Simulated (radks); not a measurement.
# Tm³⁵⁺ in [Ar] 3d10 4s2 4p2 5s2: an all-electron calculation

An exercise on one series of results from a longer session: the logs are not shown, and one member is left open.

The numbers are computed with radks (a radial shooting solver on a logarithmic mesh, Libxc functionals) version 1 (scalar-relativistic Kohn-Sham, LDA (Slater exchange, Perdew-Wang correlation), spin-polarised, spherical densities, finite nucleus; open shells are filled with parallel spins first), except any that are marked as measured or tabulated.

**Starting point**

* element: thulium (Z = 69)
* charge: +35
* electrons: 34
* configuration: [Ar] 3d10 4s2 4p2 5s2
* nuclear rms radius: 5.2256 fm

The outer shells:

Tm³⁵⁺
```
[Ar] core
3d [↑↓][↑↓][↑↓][↑↓][↑↓]
4s [↑↓]
4p [↑ ][↑ ][  ]
5s [↑↓]
```

The first run:

Input:

```text
Z 69
configuration [Ar] 3d10 4s2 4p2 5s2
relativity scalar-relativistic
functional lda,pw
spin polarised
nucleus finite rms 5.2256 fm
c 137.035999084
```

The run is started by

```sh
> python run_ks.py task.json out
```

All runs below come from this command, one after another.

Steps of the session up to this table: Self-consistent calculation.

One of the session's tables, all rows but one given; the rest of the session is left out.

It belongs to the step «Shells». Radial moments (bohr):

```
  level      <r>  outermost maximum (interpolated)  90 % within  nodes
  1s up  0.02003                            0.0126       0.0363      0
1s down  0.02003                            0.0126       0.0363      0
  2s up  0.08484                            0.0719        0.131      1
2s down  0.08483                            0.0719        0.131      1
  2p up  0.07532                            0.0585        0.123      0
2p down  0.07532                            0.0585        0.123      0
  3s up   0.2182                             0.202        0.319      2
3s down   0.2182                             0.202        0.319      2
  3p up   0.2167                             0.198        0.323      1
3p down        ?                                 ?            ?      ?
  3d up   0.1954                             0.161        0.302      0
3d down   0.1953                             0.161        0.302      0
  4s up   0.4415                             0.434        0.624      3
4s down   0.4416                             0.433        0.624      3
  4p up   0.4522                             0.444        0.644      2
4p down   0.4525                             0.444        0.645      2
  5s up   0.7526                             0.776         1.04      4
5s down   0.7545                             0.777         1.04      4
```

**Question.** Estimate the row for 3p down.

The run gave: <r>: 0.2166; outermost maximum (interpolated): 0.198; 90 % within: 0.323; nodes: 1. In the column «<r>» it lies between 3d up (0.1954) and 3p up (0.2167).
